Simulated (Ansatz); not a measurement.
# C2H7ClFNOSi: geometry optimisation

Aim: relax C2H7ClFNOSi from a cheap starting geometry.

Computed with Ansatz 0.2.0, Gaussian basis. Level: RKS PBE0-D4/def2-TZVP.

The runs, in order: relaxation at PBE0-D4/def2-TZVP.

1 further run of the same task is left out (set aside as unsound or not needed).

## 1. The system as given

SMILES `CN[Si](F)(Cl)OC`, 14 atoms, charge 0, spin multiplicity 1.

Atoms are counted from 1 here; the program's logs count them from 0.

Bond lengths: C1–N2 1.450 Å, C1–H8 1.091 Å, C1–H9 1.094 Å, C1–H10 1.087 Å, N2–Si3 1.710 Å, N2–H11 1.009 Å, Si3–F4 1.614 Å, Si3–Cl5 1.992 Å, Si3–O6 1.607 Å, O6–C7 1.407 Å, C7–H12 1.090 Å, C7–H13 1.090 Å, C7–H14 1.091 Å. Angles: N2–C1–H8 109.6°, N2–C1–H9 112.2°, N2–C1–H10 109.1°, H8–C1–H9 108.8°, H8–C1–H10 108.8°, H9–C1–H10 108.3°, C1–N2–Si3 125.2°, C1–N2–H11 111.8°, Si3–N2–H11 117.5°, N2–Si3–F4 102.2°, N2–Si3–Cl5 118.7°, N2–Si3–O6 113.0°, F4–Si3–Cl5 108.6°, F4–Si3–O6 111.5°, Cl5–Si3–O6 102.9°, Si3–O6–C7 129.3°, O6–C7–H12 107.5°, O6–C7–H13 111.0° and more.

As a file:

```
C     1.0606    0.7368    1.5094
N     0.5600   -0.5459    1.0557
Si   -0.9377   -0.7976    0.2695
F    -0.8461   -2.3541   -0.1467
Cl   -2.6187   -0.5118    1.2986
O    -1.1389    0.1448   -1.0168
C    -0.3038    0.3163   -2.1364
H     2.1496    0.7495    1.4421
H     0.7695    0.9527    2.5411
H     0.6610    1.5204    0.8701
H     0.9324   -1.3078    1.6029
H    -0.6328    1.2163   -2.6554
H     0.7379    0.4240   -1.8330
H    -0.3931   -0.5437   -2.8011
```

The start is a GFN2-xTB geometry.

## 2. Optimising with PBE0-D4/def2-TZVP

The input, in.yaml:

```yaml
crystal:
  periodic: [false, false, false]
  atoms:
    - {symbol: C, position_ang: [1.060610, 0.736790, 1.509390]}
    - {symbol: N, position_ang: [0.560010, -0.545880, 1.055730]}
    - {symbol: Si, position_ang: [-0.937730, -0.797620, 0.269470]}
    - {symbol: F, position_ang: [-0.846060, -2.354060, -0.146660]}
    - {symbol: Cl, position_ang: [-2.618730, -0.511820, 1.298610]}
    - {symbol: O, position_ang: [-1.138860, 0.144820, -1.016840]}
    - {symbol: C, position_ang: [-0.303780, 0.316310, -2.136380]}
    - {symbol: H, position_ang: [2.149630, 0.749540, 1.442110]}
    - {symbol: H, position_ang: [0.769530, 0.952670, 2.541130]}
    - {symbol: H, position_ang: [0.661040, 1.520420, 0.870100]}
    - {symbol: H, position_ang: [0.932380, -1.307780, 1.602930]}
    - {symbol: H, position_ang: [-0.632800, 1.216260, -2.655400]}
    - {symbol: H, position_ang: [0.737860, 0.424030, -1.833030]}
    - {symbol: H, position_ang: [-0.393110, -0.543680, -2.801140]}
basis:
  gaussian: {orbitals: def2-TZVP}
hamiltonian: {xc: pbe0, dispersion: d4}
relax: {f_tol: 0.005, max_steps: 150}
```

Run with:

```bash
> ansatz run in.yaml --threads 2 --pin off --events-out ev --progress --plain --max-ram 32768MiB --backend cuda --devices 0, --max-vram 18GiB
```

Before running them: what should the planned runs give, taken together? Wanted: point group; shift from the start; total energy; dispersion term; dipole moment.

As calculated:

```
                  quantity           value
               point group              C1
                     steps              11
shift from the start (rms)         0.133 Å
              total energy  -28835.5936 eV
           dispersion term        -314 meV
             dipole moment          3.13 D
```

What this shows: The relaxed geometry lies 0.13 Å (rms) from the start; the bond that changed most is Si3–Cl5, from 1.992 to 2.037 Å. No vibrations were run, so it is not proven to be a minimum. The largest Mulliken charge, +0.73 e, sits on Si3.
